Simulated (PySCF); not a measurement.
# CuS₂⁻: relaxation and vibrations of the singlet

The task is one start of a wider search on CuS₂⁻: the singlet, from a end-on start. It is relaxed, tested by its Hessian and followed downhill if it is a saddle.

Program: PySCF 2.14.0. Level of theory: PBE0, basis Cu def2-SVPD, S def2-SVPD, no relativity, density fitting. These are calculated values, not measurements.

### 1 Where the work starts

3 atoms, charge -1, spin multiplicity 1.

Bond lengths: Cu1–S2 2.215 Å, S2–S3 2.047 Å. Angles: Cu1–S2–S3 119.9°.

```xyz
3
charge -1 multiplicity 1
Cu    0.0000    0.0000    0.0000
S     0.0000    0.0000    2.2145
S     1.7748    0.0000    3.2345
```

### 2 First SCF at the start

The steps below are one call of a driver around PySCF. For each, scf.py gives the equivalent set-up of the SCF; relaxations use the driver's own optimiser. After this first run the driver tries any further starts and a stability analysis.

Contents of scf.py:

```python
from pyscf import gto, scf, dft
mol = gto.M(atom='''
Cu     0.000000     0.000000     0.000000
S      0.000000     0.000000     2.214500
S      1.774800     0.000000     3.234500''',
    basis={'Cu': 'def2-SVPD', 'S': 'def2-SVPD'},
    charge=-1, spin=0)
mf = dft.RKS(mol, xc='PBE0')
mf.grids.atom_grid = (50, 194)
aux = {'Cu': 'def2-universal-JKFIT', 'S': 'def2-universal-JKFIT'}
mf = mf.density_fit(auxbasis=aux)
mf.conv_tol = 1e-08
mf.diis_space = 10
mf.max_cycle = 60
mf.init_guess = 'minao'
mf.verbose = 4
mf.kernel()
```

The run is started by

```sh
OMP_NUM_THREADS=2 python axn.py task.json out
```

The log of the run, cut to the lines that bear on the results:

```text
[... the frontier levels of the middle cycles are left out ...]
init E= -2435.61928429118
  HOMO = -0.15306285655703  LUMO = -0.100017931842467  gap/eV = 1.44343
cycle= 1 E= -2435.40741962101  delta_E= 0.212  |g|= 1.77  |ddm|= 2.57
  HOMO = 0.063208958617575  LUMO = 0.0758107254503937  gap/eV = 0.34291
cycle= 2 E= -2430.2172115125  delta_E= 5.19  |g|= 3.58  |ddm|= 9.61
  HOMO = -0.0769008554283683  LUMO = 0.0521843058533698  gap/eV = 3.51259
cycle= 3 E= -2435.59102929842  delta_E= -5.37  |g|= 0.938  |ddm|= 9.59
cycle= 4 E= -2435.84075761544  delta_E= -0.25  |g|= 0.535  |ddm|=  2.3
cycle= 5 E= -2435.95691154779  delta_E= -0.116  |g|= 0.124  |ddm|= 0.821
cycle= 6 E= -2435.9577913808  delta_E= -0.00088  |g|= 0.112  |ddm|=  0.3
cycle= 7 E= -2435.96219867414  delta_E= -0.00441  |g|= 0.0156  |ddm|= 0.164
cycle= 8 E= -2435.96224695822  delta_E= -4.83e-05  |g|= 0.00689  |ddm|= 0.0305
cycle= 9 E= -2435.9622611885  delta_E= -1.42e-05  |g|= 0.00272  |ddm|= 0.00968
cycle= 10 E= -2435.96226416373  delta_E= -2.98e-06  |g|= 0.000478  |ddm|= 0.00648
cycle= 11 E= -2435.96226426075  delta_E= -9.7e-08  |g|= 0.000236  |ddm|= 0.00138
cycle= 12 E= -2435.9622642786  delta_E= -1.78e-08  |g|= 0.000111  |ddm|= 0.000381
cycle= 13 E= -2435.96226428412  delta_E= -5.52e-09  |g|= 2.11e-05  |ddm|= 0.00024
  HOMO = -0.0039894107163656  LUMO = 0.0527111624198593  gap/eV = 1.54290
Extra cycle  E= -2435.96226428406  delta_E= 5.91e-11  |g|= 3.77e-05  |ddm|= 9.93e-05
converged SCF energy = -2435.96226428406
```

This step, with its further starts and checks, took 6.5 s on 2 threads of Arm Neoverse V2, shared host.

The starts that the driver tried:

| start | energy (Eh) |
| --- | --- |
| the minimal-basis guess | -2435.962264 |
| a thermally smeared density | -2435.962264 |
| a smeared PBE density | -2435.962264 |

The test of internal stability and the other starts found no lower closed-shell solution.

### 3 Relaxation: end-on start, singlet

The program finds Cs symmetry in the start, which this walk keeps. Threshold on the gradient: 0.0003 Eh/bohr, with a further test on the energy change.

Changes to scf.py since step 2:

```diff
@@ -3,3 +3,3 @@
-Cu     0.000000     0.000000     0.000000
-S      0.000000     0.000000     2.214500
-S      1.774800     0.000000     3.234500''',
+Cu    -0.447248     0.000000    -1.373143
+S     -0.447248     0.000000     0.841357
+S      1.327552     0.000000     1.861357''',
@@ -15 +14,0 @@
-mf.init_guess = 'minao'
```

Energy and gradient, step by step:

| step | energy (Eh) | change (kJ/mol) | largest symmetric gradient (Eh/bohr) |
| --- | --- | --- | --- |
| 0 | -2435.962264 | 0.00 | 0.01214 |
| 1 | -2435.963612 | -3.54 | 0.00921 |
| 2 | -2435.965079 | -7.39 | 0.00186 |
| 3 | -2435.965159 | -7.60 | 0.00140 |
| 4 | -2435.965176 | -7.64 | 0.00048 |
| 5 | -2435.965176 | -7.65 | 0.00007 |

The walk took 6 s.

Positions (Å) and forces (eV/Å) along the way:

```
step 0
Cu  -0.447   0.000  -1.373   0.207   0.000   0.624
S   -0.447   0.000   0.841  -0.404   0.000  -0.479
S    1.328   0.000   1.861   0.197   0.000  -0.145
step 1
Cu  -0.416   0.000  -1.342   0.143   0.000   0.473
S   -0.482   0.000   0.847  -0.182   0.000  -0.304
S    1.331   0.000   1.825   0.039   0.000  -0.169
step 3
Cu  -0.328   0.000  -1.251   0.021   0.000  -0.030
S   -0.568   0.000   0.866   0.026   0.000   0.072
S    1.329   0.000   1.714  -0.047   0.000  -0.042
step 5
Cu  -0.318   0.000  -1.244   0.000   0.000  -0.004
S   -0.576   0.000   0.873   0.000   0.000   0.004
S    1.327   0.000   1.701   0.001   0.000   0.000
```

After 5 steps and 7.6 kJ/mol it ends at Cs: Cu–S 2.133 Å, S–S 2.075 Å; Cu–S–S 106.5°.

### 4 Vibrations and properties at this point

The point is checked on the finer grid, and tightened if its gradient asks for it. The Hessian and the dipole derivatives come from central differences of analytic gradients, with steps of 0.02 bohr.

Changes to scf.py since step 3:

```diff
@@ -3,3 +3,3 @@
-Cu    -0.447248     0.000000    -1.373143
-S     -0.447248     0.000000     0.841357
-S      1.327552     0.000000     1.861357''',
+Cu    -0.349270     0.000000    -1.275763
+S     -0.607834     0.000000     0.841600
+S      1.295290     0.000000     1.669444''',
@@ -9 +9 @@
-mf.grids.atom_grid = (50, 194)
+mf.grids.atom_grid = (75, 302)
@@ -12 +12 @@
-mf.conv_tol = 1e-08
+mf.conv_tol = 1e-10
```

This SCF starts from the last density.

Log of the central SCF (cycles and frontier levels):

```text
init E= -2435.96526471461
  HOMO = -0.00180930361463094  LUMO = 0.0552731402825577  gap/eV = 1.55329
cycle= 1 E= -2435.96526471457  delta_E= 4.14e-11  |g|= 1.03e-05  |ddm|= 2.59e-05
  HOMO = -0.00180559808634406  LUMO = 0.0552734533038519  gap/eV = 1.55320
cycle= 2 E= -2435.9652647144  delta_E= 1.71e-10  |g|= 2.24e-05  |ddm|= 5.89e-05
  HOMO = -0.00180830521616926  LUMO = 0.055273432516298  gap/eV = 1.55327
cycle= 3 E= -2435.96526471462  delta_E= -2.16e-10  |g|= 4.85e-06  |ddm|= 4.45e-05
  HOMO = -0.00180818641991465  LUMO = 0.0552733161742944  gap/eV = 1.55327
cycle= 4 E= -2435.96526471462  delta_E= -1.82e-12  |g|= 3.23e-07  |ddm|= 5.94e-06
  HOMO = -0.00180813662617041  LUMO = 0.0552732888983991  gap/eV = 1.55326
Extra cycle  E= -2435.96526471461  delta_E= 3.18e-12  |g|= 5.51e-07  |ddm|= 1.36e-06
converged SCF energy = -2435.96526471461
```

The whole step took 20 s.

Geometry: Cs; Cu–S 2.133 Å, S–S 2.075 Å; Cu–S–S 106.5°.

Harmonic modes (main isotopes):

```json
{"symmetry": "a'", "ω (cm⁻¹)": "97", "IR (km/mol)": "4.0"}
{"symmetry": "a'", "ω (cm⁻¹)": "365", "IR (km/mol)": "3.5"}
{"symmetry": "a'", "ω (cm⁻¹)": "493", "IR (km/mol)": "141"}
```

No imaginary mode, so this is a minimum.

Properties at this point:

- Dipole moment about the centre of mass: 6.90 D
- Highest occupied level: -0.05 eV
- Lowest empty level: 1.50 eV
- Rotational constants: 0.4633, 0.06718, 0.05867 cm⁻¹
- Zero-point energy: 5.7 kJ/mol
- Principal polarisabilities: 91.1, 92.6, 249.1 bohr³
- Principal traceless quadrupole moments about the centre of mass: -12.78, 4.55, 8.23 D Å
- Entropy at 298.15 K and 1 bar: 301.4 J/(mol K)
- Heat capacity Cp at 298.15 K: 53.2 J/(mol K)
- Enthalpy at 298.15 K above 0 K: 13.37 kJ/mol
- Rotational symmetry number: 1

Charges (e) and bond orders:

```tsv
atom	Mulliken	Löwdin	polar tensor	Mayer order to Cu1
Cu1	-0.09	0.15	-0.07	–
S2	-0.28	-0.60	-0.12	0.99
S3	-0.62	-0.55	-0.81	0.29
```

Outer orbital energies (eV). occupied: -4.09, -3.39, -3.39, -3.28, -2.89, -2.73, -0.53, -0.05; empty: 1.50, 3.44, 3.83, 4.33.

Mulliken populations on Cu1: s 7.07, p 12.25, d 9.77, f 0.00.

### 5 Stability of the closed shell

At the lowest minimum the closed shell is tested against spin polarisation, on the (50, 194) grid. It is unstable: an open-shell solution lies lower. That solution was not followed to a minimum here.

### 6 What came out

| quantity | value |
| --- | --- |
| minimum | singlet, Cs (closed shell, unstable towards spin polarisation) |
| geometry | Cu–S 2.133 Å, S–S 2.075 Å; Cu–S–S 106.5° |
| wavenumbers (cm⁻¹) | 97 (a'), 365 (a'), 493 (a') |
| dipole moment (centre of mass) | 6.90 D |
| highest occupied, lowest empty level | -0.05, 1.50 eV |
| polar-tensor charge of Cu1 | -0.07 e |
| zero-point energy | 5.7 kJ/mol |

**Reading.** The molecule stays Cs, as typed, and the end point is a minimum. The strongest infrared band lies at 493 cm⁻¹ (a'). Only this shape and spin were tried, so other structures or states may lie lower. A stability analysis at the minimum finds the closed shell unstable towards spin polarisation: an open-shell solution lies lower, and these values are not those of the lowest state.

The search up to here took 36 s on 2 threads of Arm Neoverse V2, shared host.
